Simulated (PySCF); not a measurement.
# C₆H₁₃GaO: magnetic properties

Programs: PySCF 2.14.0, with routines of our own; each step states its level. All values are computed. Atoms count from 0.

### 1 The starting structure

21 atoms, charge 0, multiplicity 1; geometry from: GFN2-xTB.

### 2 Magnetic properties: GIAO B3LYP/pcSseg-1

The job: settings as JSON, then the geometry in Å.

```
{"job": {"kind": "mag", "xc": "B3LYP", "basis": "pcSseg-1", "isotopologues": 2}, "charge": 0, "multiplicity": 1}
Ga     3.099957    -0.398507    -0.518620
O      1.606968     0.500614     0.604528
C      0.581413     1.180533    -0.144047
C     -0.472964     0.180962     0.334253
C     -1.811018     0.629700     0.932857
C     -2.558202    -0.261960    -0.072561
C     -1.214084    -0.708532    -0.671126
C      0.649046    -0.396080     1.198463
H      2.202777    -1.244690    -1.474329
H      3.805456    -1.156838     0.629133
H      3.729021     0.883620    -1.110085
H      0.453703     2.204976     0.220088
H      0.791425     1.181918    -1.218246
H     -2.005096     1.695201     0.828247
H     -1.944012     0.347895     1.975444
H     -3.197483     0.282441    -0.762605
H     -3.133911    -1.062963     0.383847
H     -0.995205    -1.769220    -0.564458
H     -1.058912    -0.421466    -1.709257
H      0.904296    -1.445410     1.020239
H      0.557907    -0.205253     2.272465
```

With the program's defaults for keys left out, this is: GIAO B3LYP/pcSseg-1 magnetisability, rotational g tensor and spin-rotation constants, non-relativistic, gas phase.

Command:

```bash
OMP_NUM_THREADS=1 python excited_run.py task.json out
```

One launch serves the whole session: the jobs run in the order shown.

**Question.** How long does this first job take on 1 thread of AMD EPYC 9R45, shared host, and how much memory does it need?

About 40 s, with a peak of 1.1 GiB.
